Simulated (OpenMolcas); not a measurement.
# Ru³⁺ among point charges: CASSCF levels and susceptibility

How does a field of 5 point charges split the states of Ru³⁺, and what χT follows?

Method: state-averaged CASSCF, spin-orbit coupling by RASSI with atomic mean-field integrals. Code: OpenMolcas 26.06.

1 further run of the same task is left out (it didn't finish).

## (1) Starting point

```
Species                           : Ru³⁺ (ruthenium, Z = 44, 41 electrons)
Basis                             : ANO-RCC-VDZP [6s5p3d1f], 43 functions
Scalar Hamiltonian                : DKH2, point nucleus
Inactive shells                   : 1s 2s 2p 3s 3p 3d 4s 4p
Active space                      : 5 electrons in 5 orbitals (4d)
Some configurations of this space : 4d5
Orbitals                          : optimised for each spin and parity, averaged over all roots
```

Outer shells as boxes (Hund's rule):

4d5
```
4d [↑ ][↑ ][↑ ][↑ ][↑ ]
```

The ion sits among 5 point charges of -2 e arranged as a trigonal bipyramid (D3h), 1.66 Å from the ion, with the axial distance 1.859 Å. The active orbitals were held to one l.

The work runs as a chain of OpenMolcas steps in one folder; each step below is one input file. Labels, J, g values, rates, χT and fits are worked out afterwards by a script from the matrices that RASSI stores.

## (2) Basis and integrals

File a.inp:

```
&GATEWAY
Coord
1

Ru 0.0 0.0 0.0
Basis=ANO-RCC-VDZP
Group=NoSym
NoMove
AngMom=0.0 0.0 0.0
AMFI
XField
5 Angstrom 0
1.660000 0.000000 0.000000 -2.000000
-0.830000 1.437602 0.000000 -2.000000
-0.830000 -1.437602 0.000000 -2.000000
0.000000 0.000000 1.859200 -2.000000
0.000000 0.000000 -1.859200 -2.000000
&SEWARD
```

## (3) CASSCF: sextets, 1 root

File a.inp:

```
&RASSCF
FileOrb=start.orb
Symmetry=1
Spin=6
nActEl=5 0 0
Inactive=18
Ras2=5
CIRoot=1 1 1
SDav=1
CIMx=300
Iter=120 100
PrWF=0.3
OrbListing=Nothing
MaxOrb=0
SupSym
1
15 10 11 12 13 14 19 20 21 22 23 32 33 34 35 36
>>> COPY $Project.JobIph JOB001
```

start.orb holds the contracted functions of the basis, ordered by shell, or the orbitals of the step before.

## (4) CASSCF: quartets, 24 roots

File a.inp:

```
&RASSCF
FileOrb=start.orb
Symmetry=1
Spin=4
nActEl=5 0 0
Inactive=18
Ras2=5
CIRoot=24 24 1
SDav=24
CIMx=300
Iter=120 100
PrWF=0.3
OrbListing=Nothing
MaxOrb=0
SupSym
1
15 10 11 12 13 14 19 20 21 22 23 32 33 34 35 36
>>> COPY $Project.JobIph JOB002
```

## (5) Reference wave functions, doublets, 75 roots

File a.inp:

```
&RASSCF
FileOrb=start.orb
Symmetry=1
Spin=2
nActEl=5 0 0
Inactive=18
Ras2=5
CIRoot=75 75 1
SDav=75
CIMx=300
Iter=120 100
PrWF=0.3
OrbListing=Nothing
MaxOrb=0
SupSym
1
15 10 11 12 13 14 19 20 21 22 23 32 33 34 35 36
>>> COPY $Project.JobIph JOB003
```

## (6) State interaction with spin-orbit coupling

File a.inp:

```
&RASSI
NrOfJobIphs=3 1 24 75
1
1 2 3 4 5 6 7 8 9 10 11 12 13 14 15 16 17 18 19 20 21 22 23 24
1 2 3 4 5 6 7 8 9 10 11 12 13 14 15 16 17 18 19 20 21 22 23 24 25 26 27
28 29 30 31 32 33 34 35 36 37 38 39 40 41 42 43 44 45 46 47 48 49 50 51
52 53 54 55 56 57 58 59 60 61 62 63 64 65 66 67 68 69 70 71 72 73 74 75
IphNames
JOB001
JOB002
JOB003
EJob
SpinOrbit
DIPRint=1.0
SOCoupling=1000.0
Subsets=2
Property=9
'ANGMOM' 1 'ANGMOM' 2 'ANGMOM' 3 'MLTPL  1' 1 'MLTPL  1' 2 'MLTPL  1' 3
'AMFI' 1 'AMFI' 2 'AMFI' 3
SOProperty=3
'ANGMOM' 1 'ANGMOM' 2 'ANGMOM' 3
```

Before running it: what results should come out? Wanted: spin-free ground state; lowest level; next level.

As calculated:

| quantity | value |
| --- | --- |
| method | CASSCF |
| spin-free ground state | 6A1, 1-fold in its orbital part |
| lowest level | 2-fold E1/2, g = 0.00, 0.00, 9.98 |
| next level | 26.0 cm⁻¹ |
| χT at 300 K | 4.36 cm³ K/mol |
| effective moment at 300 K | 5.90 μB |

What this shows: The spin-free ground state (6A1) comes to 100 % from free-ion S terms and keeps the highest spin of the shell. χT at 300 K is 4.36, against 4.39 cm³ K/mol for the spin alone, as a half-filled shell (L = 0) has no orbital moment. An active space of the d shell alone favours high spin; real ions in strong fields can be low spin. The field of point charges can differ much from that of real complexes. With metal d orbitals alone active, the gaps between spin states are rough; where two lie within a few thousand cm-1, their order is open. Point charges carry no covalency, so the field is a model and not that of real ligands.
